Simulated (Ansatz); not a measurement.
# GaN: the cost of one run

Computed with Ansatz 0.2.0 (DFT LDA, scalar-relativistic, plane waves, PAW, unless a step's input says otherwise).

2 further runs of the same task are left out: 2 set aside as unsound or not needed.

## Step 1: The structure to begin with

It takes space group F-43m (No. 216, cubic). The conventional cell has a = 4.455 Å, b = 4.455 Å, c = 4.455 Å, α = 90.00°, β = 90.00°, γ = 90.00°. Around Ga (site symmetry -43m) lie 4 N at 1.93 Å. Around N (site symmetry -43m) lie 4 Ga at 1.93 Å.

Structure file:

```cif
data_structure
_symmetry_space_group_name_H-M 'F-43m'
_symmetry_Int_Tables_number 216
_cell_length_a 4.4554
_cell_length_b 4.4554
_cell_length_c 4.4554
_cell_angle_alpha 90.000
_cell_angle_beta 90.000
_cell_angle_gamma 90.000
_cell_volume 88.44
loop_
_atom_site_label
_atom_site_type_symbol
_atom_site_symmetry_multiplicity
_atom_site_Wyckoff_symbol
_atom_site_fract_x
_atom_site_fract_y
_atom_site_fract_z
_atom_site_occupancy
Ga1 Ga 4 a 0.00000 0.00000 0.00000 1
N1 N 4 c 0.25000 0.25000 0.25000 1
```

It goes back to an entry of the Materials Project.

This cell was relaxed beforehand with the same method: volume 11.06 Å³/atom, gap on the mesh 1.96 eV.

## Step 2: Relaxing at 50 GPa

What is minimised here is the enthalpy; the energy can go up as the cell is squeezed.

Input file input.yaml:

```yaml
crystal:
  lattice:
    - [0.0, 2.2277008333, 2.2277008333]
    - [2.2277008333, 0.0, 2.2277008333]
    - [2.2277008333, 2.2277008333, 0.0]
  atoms:
    - { symbol: Ga, position: [0.0, 0.0, 0.0] }
    - { symbol: "N", position: [0.75, 0.75, 0.75] }
basis:
  ecutwfc: 420
kpoints:
  mp_grid: { grid: [10, 10, 10] }
hamiltonian:
  xc: lda
scf:
  occupations: { method: fixed }
output:
  forces: true
  stress: true
  eigenvalues: true
relax:
  adjacent_minimum: "off"
  f_tol: 0.001
  max_steps: 60
  cell: { stress_tol: 0.02, p_target: 50.0 }
```

Launch:

```sh
> ansatz run input.yaml --threads 1 --pin off --max-ram 3072MiB --backend cpu --events-out ev --progress --plain --runs-dir out
```

**Question.** How long does this run take on 1 thread of Intel Xeon Platinum 8488C (Sapphire Rapids), shared host, and how much memory does it need?

About 16 s, with a peak of 0.33 GiB.
